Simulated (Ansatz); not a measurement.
# CHBClNO: how energies converge with the basis set

An exercise on one series of results from a longer session: the logs are not shown, and one member is left open.

Computed with Ansatz 0.2.0, Gaussian basis. Level: one geometry, several basis sets.

Levels to be run: PBE0-D4/def2-SVP; ωB97M-V/def2-SVP; PBE0-D4/def2-QZVPP; ωB97M-V/def2-QZVPP; the functionals' def2-TZVPP values are taken from earlier runs.

## The relaxed structure

All runs share one geometry, relaxed beforehand with PBE0-D4 in a triple-zeta def2 set.

6 atoms, charge 0, spin multiplicity 1.

Atoms are counted from 1 here; the program's logs count them from 0.

Bond lengths: O1–C2 1.158 Å, C2–N3 1.201 Å, N3–B4 1.405 Å, B4–Cl5 1.751 Å, B4–H6 1.188 Å. Angles: O1–C2–N3 175.5°, C2–N3–B4 151.0°, N3–B4–Cl5 120.8°, N3–B4–H6 120.8°, Cl5–B4–H6 118.4°.

Coordinates:

```mol
CHBClNO
  3D, bonds by distance, orders not assigned

  6  5  0  0  0  0  0  0  0  0999 V2000
   -0.5762   -2.5735   -0.0423 O   0  0
   -0.2084   -1.4857    0.1082 C   0  0
    0.2278   -0.3892    0.3339 N   0  0
    0.2873    0.9881    0.0650 B   0  0
   -0.6903    1.6965   -1.2033 Cl  0  0
    1.0017    1.7000    0.6922 H   0  0
  1  2  8  0
  2  3  8  0
  3  4  8  0
  4  5  8  0
  4  6  8  0
M  END
```

The first run:

in.yaml

```yaml
crystal:
  periodic: [false, false, false]
  atoms:
    - {symbol: O, position_ang: [-0.576219, -2.573471, -0.042322]}
    - {symbol: C, position_ang: [-0.208382, -1.485727, 0.108235]}
    - {symbol: N, position_ang: [0.227825, -0.389226, 0.333927]}
    - {symbol: B, position_ang: [0.287335, 0.988072, 0.064977]}
    - {symbol: Cl, position_ang: [-0.690265, 1.696461, -1.203263]}
    - {symbol: H, position_ang: [1.001705, 1.699992, 0.692244]}
basis:
  gaussian: {orbitals: def2-SVP}
hamiltonian: {xc: pbe0, dispersion: d4}
output: {orbitals: {seedname: orbitals}}
```

Among the steps run: PBE0-D4 in def2-SVP; ωB97M-V in def2-SVP; PBE0-D4 in def2-QZVPP; ωB97M-V in def2-QZVPP.

One table of the session follows, with a row left open; its other results are not shown here.

It belongs to the step «Functionals by basis». 

```
functional       basis  HOMO (eV)  LUMO (eV)
   PBE0-D4    def2-SVP      -9.03      -1.73
   PBE0-D4  def2-TZVPP      -9.13      -1.89
   PBE0-D4  def2-QZVPP      -9.16      -1.93
   ωB97M-V    def2-SVP     -11.20       0.42
   ωB97M-V  def2-TZVPP          ?          ?
   ωB97M-V  def2-QZVPP     -11.38       0.13
```

Q: Estimate the row for ωB97M-V, def2-TZVPP from the others.

**Answer.** HOMO (eV): -11.35; LUMO (eV): 0.20. In the column «HOMO (eV)» it lies between ωB97M-V, def2-QZVPP (-11.38) and ωB97M-V, def2-SVP (-11.20).
